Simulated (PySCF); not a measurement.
# PtH₅: structure of the quartet

The task is one start of a wider search on PtH₅: the quartet, from a trigonal bipyramidal start. It is relaxed, tested by its Hessian and followed downhill if it is a saddle.

Method: PBE0, basis Pt def2-TZVP with ECP60, H def2-TZVP, scalar-relativistic core potentials, no spin–orbit coupling, density fitting; program: PySCF 2.14.0.

## 1. The starting structure

6 atoms, charge 0, spin multiplicity 4.

Bond lengths: Pt1–H2 1.550 Å, Pt1–H3 1.550 Å, Pt1–H4 1.550 Å, Pt1–H5 1.550 Å, Pt1–H6 1.550 Å. Angles: H2–Pt1–H3 180.0°, H2–Pt1–H4 90.0°, H2–Pt1–H5 90.0°, H2–Pt1–H6 90.0°, H3–Pt1–H4 90.0°, H3–Pt1–H5 90.0°, H3–Pt1–H6 90.0°, H4–Pt1–H5 120.0°, H4–Pt1–H6 120.0°, H5–Pt1–H6 120.0°.

Coordinates in bohr (charge 0 multiplicity 4):
```
Pt    0.0000    0.0000    0.0000
H     0.0000    0.0000    2.9291
H     0.0000    0.0000   -2.9291
H     2.9291    0.0000    0.0000
H    -1.4645    2.5366    0.0000
H    -1.4645   -2.5366    0.0000
```

## 2. The SCF at the typed geometry

One driver script runs all steps and calls PySCF; scf.py shows how it sets up the SCF of each step. The optimiser is the driver's own. After this first run the driver tries any further starts and a stability analysis.

Input file scf.py:

```python
from pyscf import gto, scf, dft
mol = gto.M(atom='''
Pt     0.000000     0.000000     0.000000
H      0.000000     0.000000     1.550000
H      0.000000     0.000000    -1.550000
H      1.550000     0.000000     0.000000
H     -0.775000     1.342300     0.000000
H     -0.775000    -1.342300     0.000000''',
    basis={'Pt': 'def2-TZVP', 'H': 'def2-TZVP'},
    ecp={'Pt': 'def2-TZVP'},
    charge=0, spin=3)
mf = dft.UKS(mol, xc='PBE0')
mf.grids.atom_grid = (50, 194)
aux = {'Pt': 'def2-universal-JKFIT', 'H': 'def2-universal-JKFIT'}
mf = mf.density_fit(auxbasis=aux)
mf.conv_tol = 1e-08
mf.diis_space = 10
mf.max_cycle = 60
mf.init_guess = 'minao'
mf.verbose = 4
mf.kernel()
```

Launch:

```console
OMP_NUM_THREADS=2 python axn.py task.json out
```

Log:

```text
init E= -106.650802510876
[... the frontier-level lines of each cycle are left out ...]
cycle= 1 E= -121.811919973467  delta_E= -15.2  |g|= 0.862  |ddm|=  5.4
cycle= 2 E= -120.005793764858  delta_E= 1.81  |g|= 2.19  |ddm|= 2.24
cycle= 3 E= -122.126589414954  delta_E= -2.12  |g|= 0.0837  |ddm|= 1.74
cycle= 4 E= -122.131243402447  delta_E= -0.00465  |g|= 0.013  |ddm|= 0.113
cycle= 5 E= -122.131391888165  delta_E= -0.000148  |g|= 0.00861  |ddm|= 0.0238
cycle= 6 E= -122.131428599496  delta_E= -3.67e-05  |g|= 0.00394  |ddm|= 0.00884
cycle= 7 E= -122.131438761494  delta_E= -1.02e-05  |g|= 0.000681  |ddm|= 0.00512
cycle= 8 E= -122.131439132796  delta_E= -3.71e-07  |g|= 0.000297  |ddm|= 0.00109
cycle= 9 E= -122.131439194844  delta_E= -6.2e-08  |g|= 4.92e-05  |ddm|= 0.000455
cycle= 10 E= -122.131439197469  delta_E= -2.63e-09  |g|= 6.81e-06  |ddm|= 0.000106
Extra cycle  E= -122.131439197481  delta_E= -1.12e-11  |g|= 9.28e-06  |ddm|= 1.48e-05
converged SCF energy = -122.131439197481  <S^2> = 3.7670909  2S+1 = 4.0085363
```

This step, with its further starts and checks, ran for 8.1 s (2 threads of Arm Neoverse V1, shared host).

Energies from each starting density:

| start | energy (Eh) |
| --- | --- |
| the minimal-basis guess | -122.131439 |
| a thermally smeared density | -122.131439 |
| a smeared PBE density | -122.131439 |

The test of internal stability and the other starts found no lower solution of this spin.

## 3. Relaxing the quartet from the trigonal bipyramidal start

The program finds D3h symmetry in the start, which this walk keeps.

scf.py, as its differences from that of step 2:

```diff
@@ -3 +3 @@
-Pt     0.000000     0.000000     0.000000
+Pt     0.000000    -0.000000     0.000000
@@ -5,4 +5,4 @@
-H      0.000000     0.000000    -1.550000
-H      1.550000     0.000000     0.000000
-H     -0.775000     1.342300     0.000000
-H     -0.775000    -1.342300     0.000000''',
+H     -0.000000    -0.000000    -1.550000
+H      1.549977     0.000020    -0.000000
+H     -0.775006     1.342310     0.000000
+H     -0.774972    -1.342330     0.000000''',
@@ -19 +18,0 @@
-mf.init_guess = 'minao'
```

The optimiser's trace:

| step | energy (Eh) | change (kJ/mol) | largest symmetric gradient (Eh/bohr) |
| --- | --- | --- | --- |
| 0 | -122.131439 | 0.00 | 0.03262 |
| 1 | -122.140633 | -24.14 | 0.01130 |
| 2 | -122.142138 | -28.09 | 0.00211 |
| 3 | -122.142193 | -28.23 | 0.00022 |
| 4 | -122.142193 | -28.23 | 0.00003 |

The walk took 7.3 s.

It settles in D3h symmetry, 28.2 kJ/mol below the start, after 4 steps: Pt–H 1.626 Å (×3), Pt–H 1.641 Å (×2); H–Pt–H 90.0° (×6), H–Pt–H 120.0° (×3), H–Pt–H 180.0°.

## 4. Vibrations and properties at this point

The point is checked on the finer grid, and tightened if its gradient asks for it. The Hessian and the dipole derivatives come from central differences of analytic gradients, with steps of 0.02 bohr.

scf.py, as its differences from that of step 3:

```diff
@@ -3,6 +3,6 @@
-Pt     0.000000    -0.000000     0.000000
-H      0.000000     0.000000     1.550000
-H     -0.000000    -0.000000    -1.550000
-H      1.549977     0.000020    -0.000000
-H     -0.775006     1.342310     0.000000
-H     -0.774972    -1.342330     0.000000''',
+Pt     0.000000    -0.000000    -0.000000
+H      0.000000    -0.000000     1.640682
+H     -0.000000     0.000000    -1.640682
+H      1.626325     0.000021    -0.000000
+H     -0.813181     1.408429     0.000000
+H     -0.813145    -1.408449    -0.000000''',
@@ -13 +13 @@
-mf.grids.atom_grid = (50, 194)
+mf.grids.atom_grid = (75, 302)
@@ -16 +16 @@
-mf.conv_tol = 1e-08
+mf.conv_tol = 1e-10
```

The driver hands on the density of the step before, so the log starts near convergence.

SCF at the final geometry:

```text
init E= -122.142189343161
[... the frontier-level lines of each cycle are left out ...]
cycle= 1 E= -122.142189343155  delta_E= 6.57e-12  |g|= 5.06e-06  |ddm|= 5.35e-06
Extra cycle  E= -122.142189343129  delta_E= 2.51e-11  |g|= 9.68e-06  |ddm|= 9.89e-06
converged SCF energy = -122.142189343129  <S^2> = 3.7731463  2S+1 = 4.0115565
```

The whole step took 29 s.

Geometry: D3h; Pt–H 1.626 Å (×3), Pt–H 1.641 Å (×2); H–Pt–H 90.0° (×6), H–Pt–H 120.0° (×3), H–Pt–H 180.0°.

Modes, for the most abundant isotopes:

```json
{"symmetry": "e'", "ω (cm⁻¹)": "1356i", "IR (km/mol)": "0.9", "μ (u)": "1.02"}
{"symmetry": "a2''", "ω (cm⁻¹)": "361", "IR (km/mol)": "52.1", "μ (u)": "1.02"}
{"symmetry": "e'", "ω (cm⁻¹)": "711", "IR (km/mol)": "57.6", "μ (u)": "1.02"}
{"symmetry": "e''", "ω (cm⁻¹)": "726", "IR (km/mol)": "0.0", "μ (u)": "1.01"}
{"symmetry": "a2''", "ω (cm⁻¹)": "1040", "IR (km/mol)": "486", "μ (u)": "1.02"}
{"symmetry": "e'", "ω (cm⁻¹)": "1839", "IR (km/mol)": "46.6", "μ (u)": "1.01"}
{"symmetry": "a1'", "ω (cm⁻¹)": "1990", "IR (km/mol)": "0.0", "μ (u)": "1.01"}
{"symmetry": "a1'", "ω (cm⁻¹)": "2024", "IR (km/mol)": "0.0", "μ (u)": "1.01"}
```

2 modes are imaginary, the largest at 1356i cm⁻¹: a saddle point, not a minimum.

Properties at this point:

- Dipole moment: 0.00 D
- Highest occupied level: -6.53 eV
- Lowest empty level: -5.96 eV
- Rotational constants: 2.108, 1.789, 1.789 cm⁻¹
- Zero-point energy (real modes): 71.6 kJ/mol
- Principal polarisabilities: 52.0, 52.4, 52.4 bohr³
- Atomisation energy without zero-point energy: 1003 kJ/mol
- Principal traceless quadrupole moments about the centre of mass: -3.08, -3.08, 6.16 D Å
- Spin squared ⟨S²⟩: 3.773

Charges (e) and bond orders:

```tsv
atom	Mulliken	Löwdin	polar tensor	spin (Mulliken)	Mayer order to Pt1
Pt1	-0.17	-0.16	0.00	0.81	–
H2,3	0.17	0.13	0.16	0.52	0.58
H4,5,6	-0.05	-0.04	-0.11	0.38	0.84
```

Mulliken populations on Pt1 (outside its core potential): s 2.98, p 6.63, d 8.55, f 0.01.

## 5. Leaving the saddle point

The start is the last point, displaced along its most imaginary mode.

The program finds Cs symmetry in the start, which this walk keeps.

scf.py, as its differences from that of step 4:

```diff
@@ -3,6 +3,6 @@
-Pt     0.000000    -0.000000    -0.000000
-H      0.000000    -0.000000     1.640682
-H     -0.000000     0.000000    -1.640682
-H      1.626325     0.000021    -0.000000
-H     -0.813181     1.408429     0.000000
-H     -0.813145    -1.408449    -0.000000''',
+Pt    -0.000964    -0.000689    -0.000000
+H      0.097641     0.069758     1.640682
+H      0.097641     0.069758    -1.640682
+H      1.621333    -0.000575    -0.000000
+H     -0.813767     1.407406     0.000000
+H     -0.816305    -1.413075    -0.000000''',
@@ -13 +13 @@
-mf.grids.atom_grid = (75, 302)
+mf.grids.atom_grid = (50, 194)
@@ -16 +16 @@
-mf.conv_tol = 1e-10
+mf.conv_tol = 1e-08
```

The optimiser's trace:

| step | energy (Eh) | change (kJ/mol) | largest symmetric gradient (Eh/bohr) |
| --- | --- | --- | --- |
| 0 | -122.145393 | 0.00 | 0.01924 |
| 1 | -122.152308 | -18.16 | 0.02020 |
| 2 | -122.159544 | -37.16 | 0.01231 |
| 3 | -122.166134 | -54.46 | 0.00996 |
| 4 | -122.167068 | -56.91 | 0.00584 |
| 5 | -122.167338 | -57.62 | 0.00148 |
| 6 | -122.167384 | -57.74 | 0.00095 |
| 7 | -122.167442 | -57.89 | 0.00125 |
| 8 | -122.167482 | -58.00 | 0.00170 |
| 9 | -122.167582 | -58.26 | 0.00227 |
| 10 | -122.167669 | -58.49 | 0.00250 |
| 11 | -122.167859 | -58.98 | 0.00121 |
| 12 | -122.167880 | -59.04 | 0.00031 |
| 13 | -122.167881 | -59.04 | 0.00013 |

The walk took 23 s.

Geometry (Å) and forces (eV/Å) at some steps:

```
step 0
Pt  -0.001  -0.001   0.000  -0.989  -0.636   0.000
H    0.098   0.070   1.641   0.512   0.364  -0.235
H    0.098   0.070  -1.641   0.512   0.364   0.235
H    1.621  -0.001   0.000  -0.002  -0.023   0.000
H   -0.814   1.407   0.000  -0.010  -0.006   0.000
H   -0.816  -1.413   0.000  -0.023  -0.064   0.000
step 1
Pt  -0.036  -0.024   0.000  -1.039  -0.578   0.000
H    0.162   0.118   1.623   0.588   0.410  -0.457
H    0.162   0.118  -1.623   0.588   0.410   0.457
H    1.587  -0.026   0.000  -0.045  -0.058   0.000
H   -0.845   1.387   0.000  -0.028  -0.028   0.000
H   -0.846  -1.441   0.000  -0.064  -0.156   0.000
step 7
Pt  -0.133  -0.065   0.000   0.017  -0.064   0.000
H    0.401   0.329   1.461  -0.024   0.026  -0.001
H    0.401   0.329  -1.461  -0.024   0.026   0.001
H    1.458  -0.221   0.000   0.021   0.003   0.000
H   -1.015   1.288   0.000   0.021   0.004   0.000
H   -0.926  -1.527   0.000  -0.012   0.006   0.000
step 13
Pt  -0.055  -0.125   0.000   0.007   0.004   0.000
H    0.291   0.453   1.457  -0.003  -0.006  -0.005
H    0.291   0.453  -1.457  -0.003  -0.006   0.005
H    1.537  -0.333   0.000  -0.002   0.003   0.000
H   -0.934   1.217   0.000  -0.002   0.001   0.000
H   -0.944  -1.534   0.000   0.003   0.005   0.000
```

After 13 steps and 59.0 kJ/mol it ends at Cs: Pt–H 1.605 Å (×4), Pt–H 1.666 Å; H–Pt–H 79.5° (×2), H–Pt–H 80.4° (×2), H–Pt–H 114.5°, H–Pt–H 114.8° (×3), H–Pt–H 130.4°, H–Pt–H 130.7°.

## 6. Hessian and properties

The same treatment as at the point before.

scf.py, as its differences from that of step 5:

```diff
@@ -3,6 +3,6 @@
-Pt    -0.000964    -0.000689    -0.000000
-H      0.097641     0.069758     1.640682
-H      0.097641     0.069758    -1.640682
-H      1.621333    -0.000575    -0.000000
-H     -0.813767     1.407406     0.000000
-H     -0.816305    -1.413075    -0.000000''',
+Pt    -0.002686    -0.004365    -0.000000
+H      0.348808     0.566810     1.457922
+H      0.348808     0.566810    -1.457922
+H      1.590458    -0.197286    -0.000000
+H     -0.892842     1.330906     0.000000
+H     -0.875568    -1.422791    -0.000000''',
@@ -13 +13 @@
-mf.grids.atom_grid = (50, 194)
+mf.grids.atom_grid = (75, 302)
@@ -16 +16 @@
-mf.conv_tol = 1e-08
+mf.conv_tol = 1e-10
```

Log of the central SCF (cycles and frontier levels):

```text
init E= -122.167871151625
[... the frontier-level lines of each cycle are left out ...]
cycle= 1 E= -122.167871151626  delta_E= -1.22e-12  |g|= 1.68e-06  |ddm|= 2.71e-06
Extra cycle  E= -122.167871151626  delta_E= -3.13e-13  |g|= 2.19e-06  |ddm|= 2.66e-06
converged SCF energy = -122.167871151626  <S^2> = 3.7578909  2S+1 = 4.0039435
```

The whole step ran for 44 s (2 threads of Arm Neoverse V1, shared host).

Geometry: C4v; Pt–H 1.605 Å (×4), Pt–H 1.665 Å; H–Pt–H 79.9° (×4), H–Pt–H 114.7° (×4), H–Pt–H 130.6° (×2).

Modes, for the most abundant isotopes:

```csv
symmetry,ω (cm⁻¹),IR (km/mol),μ (u)
e,206,16.7,1.02
b1,621,0.0,1.01
b2,751,0.0,1.01
e,788,23.2,1.01
a1,815,5.5,1.03
a1,1758,12.3,1.01
e,1849,50.0,1.02
b1,2110,0.0,1.01
a1,2136,0.2,1.01
```

No imaginary mode, so this is a minimum.

Properties at this point:

| Property | Result |
| --- | --- |
| Dipole moment | 0.23 D |
| Highest occupied level | -7.23 eV |
| Lowest empty level | -4.03 eV |
| Rotational constants | 1.967, 1.897, 1.897 cm⁻¹ |
| Zero-point energy | 83.0 kJ/mol |
| Principal polarisabilities | 49.1, 49.1, 49.8 bohr³ |
| Atomisation energy without zero-point energy | 1070 kJ/mol |
| Principal traceless quadrupole moments about the centre of mass | -0.43, 0.21, 0.21 D Å |
| Entropy at 298.15 K and 1 bar (electronic part: spin only) | 273.4 J/(mol K) |
| Heat capacity Cp at 298.15 K | 64.4 J/(mol K) |
| Enthalpy at 298.15 K above 0 K | 14.09 kJ/mol |
| Rotational symmetry number | 4 |
| Spin squared ⟨S²⟩ | 3.758 |

Populations by atom (charges in e):

| atom | Mulliken | Löwdin | polar tensor | spin (Mulliken) | Mayer order to Pt1 |
| --- | --- | --- | --- | --- | --- |
| Pt1 | 0.08 | 0.00 | 0.11 | 1.14 | – |
| H2,3,4,5 | 0.00 | 0.01 | -0.03 | 0.34 | 0.79 |
| H6 | -0.08 | -0.03 | 0.00 | 0.50 | 0.77 |

Mulliken populations on Pt1 (outside its core potential): s 2.93, p 6.62, d 8.35, f 0.01.

## 7. The points found, side by side

| spin | group | bonds | imaginary modes (cm⁻¹) | ΔE (kJ/mol) | with zero-point energy |
| --- | --- | --- | --- | --- | --- |
| quartet | C4v | Pt–H 1.605 Å (×4), Pt–H 1.665 Å | none | 0.0 | 0.0 |
| quartet | D3h | Pt–H 1.626 Å (×3), Pt–H 1.641 Å (×2) | 1356i, 1356i | 67.4 | – |

## 8. Density, ELF and potential

The plane holds Pt1 at (0.00, 0.00), H2 at (1.60, 0.00), H3 at (-1.04, 1.22), H6 at (-0.70, -1.51) Å. Columns run from x = -3.15 to 4.05 Å, rows from y = 3.45 (top) to -3.45 Å, in steps of 0.3 Å. Electrons inside core potentials are absent.

Density (cut at 5 e/Å³):

Ten steps from '0' (0.000 e/Å³) to '9' (5.000 e/Å³), finer at the low end (step k begins (100^(k/10) - 1)/99 of the way up):
```
0000000000000000000000000
0000000000000000000000000
0000000000000000000000000
0000000000000000000000000
0000001110000000000000000
0000012221110000000000000
0000123443221100000000000
0000135764332211000000000
0000135766554322110000000
0000134667887543321000000
0000123579999755532100000
0000123589559866752100000
0000013589559866752100000
0000012479999755532100000
0000012467887543321000000
0000013466654322110000000
0000013576543211000000000
0000013576432100000000000
0000012344321000000000000
0000001222110000000000000
0000000111000000000000000
0000000000000000000000000
0000000000000000000000000
0000000000000000000000000
```

ELF (0 where the density is under 0.005 e/Å³):

Ten even steps from '0' (0.00) to '9' (1.00):
```
0000000000000000000000000
0000000000000000000000000
0000000000000000000000000
0000078763100000000000000
0000899985211110000000000
0008999997321111000000000
0059999998422221110000000
0069999997322222222000000
0058999995332223567500000
0036899854554336899960000
0013455336787448999980000
0011232247007559999996000
0001122257007459999996000
0001122246776349999990000
0001234434553237999970000
0001367886432224688700000
0002689999842222344300000
0004899999963211110000000
0004899999973111000000000
0000899999973100000000000
0000589999962100000000000
0000008998740000000000000
0000000000000000000000000
0000000000000000000000000
```

Electrostatic potential (cut at 20 V):

Ten steps from '0' (-0.05 V) to '9' (20.00 V), finer at the low end (step k begins (100^(k/10) - 1)/99 of the way up):
```
0000000000000000000000000
0000011100000000000000000
0001111111000000000000000
0011122221110000000000000
0011233433211110000000000
0112345654332211000000000
0112467876544322111000000
0012479997666543221110000
0012469998998754432211000
0012457999999976654321100
0012356899999988875421100
0012357999999999996421100
0001356999999999996421100
0001346899999988875321100
0001245799999976654321100
0001235799998764432111000
0000246999876543221100000
0000246999754432110000000
0000135788643221100000000
0000123555432110000000000
0000012333211000000000000
0000001111100000000000000
0000000000000000000000000
0000000000000000000000000
```

Values on the line from Pt1 (at 0) through H2 (at 1.605 Å):

```
distance (Å)  density (e/Å³)    ELF  electrostatic potential (V)  spin density (e/Å³)
        0.72            3.12  0.534                         50.8               0.0966
        0.88            1.56  0.407                         26.4              -0.0267
        1.04             1.1  0.548                           17              -0.0152
        1.20            1.08  0.866                         18.1               0.0638
        1.36            1.36  0.987                           36                0.204
        1.52            1.99  0.999                          152                0.439
        1.77            1.25  0.999                         63.5                0.353
        1.93           0.616  0.998                         21.6                0.205
        2.09           0.308  0.995                         9.58                 0.12
        2.25           0.159  0.993                         4.75               0.0693
        2.41          0.0846   0.99                         2.52               0.0399
        2.57          0.0467  0.987                         1.42               0.0233
```

Making the fields took 0.7 s.

## 9. What came out

| quantity | value |
| --- | --- |
| minimum | quartet, C4v |
| geometry | Pt–H 1.605 Å (×4), Pt–H 1.665 Å; H–Pt–H 79.9° (×4), H–Pt–H 114.7° (×4), H–Pt–H 130.6° (×2) |
| wavenumbers (cm⁻¹) | 206 (e), 621 (b1), 751 (b2), 788 (e), 815 (a1), 1758 (a1), 1849 (e), 2110 (b1), 2136 (a1) |
| dipole moment | 0.23 D |
| highest occupied, lowest empty level (either spin) | -7.23, -4.03 eV |
| polar-tensor charge of Pt1 | +0.11 e |
| zero-point energy | 83.0 kJ/mol |
| entropy at 298.15 K | 273.4 J/(mol K) |
| atomisation energy (no zero-point energy) | 1070 kJ/mol |
| ⟨S²⟩ | 3.758 |

From D3h at the start the molecule goes to a C4v minimum, after a stop at a second-order saddle point 67.4 kJ/mol higher, from which it was pushed off along an imaginary mode. In the infrared the band at 1849 cm⁻¹ (e, stretch) leads. Only this shape and spin were tried, so other structures or states may lie lower. Open d and f shells are described by one determinant, and the ground state may have another occupation or spin. With an element this heavy the missing spin–orbit coupling can shift these numbers.

The search up to here took 1.9 min.
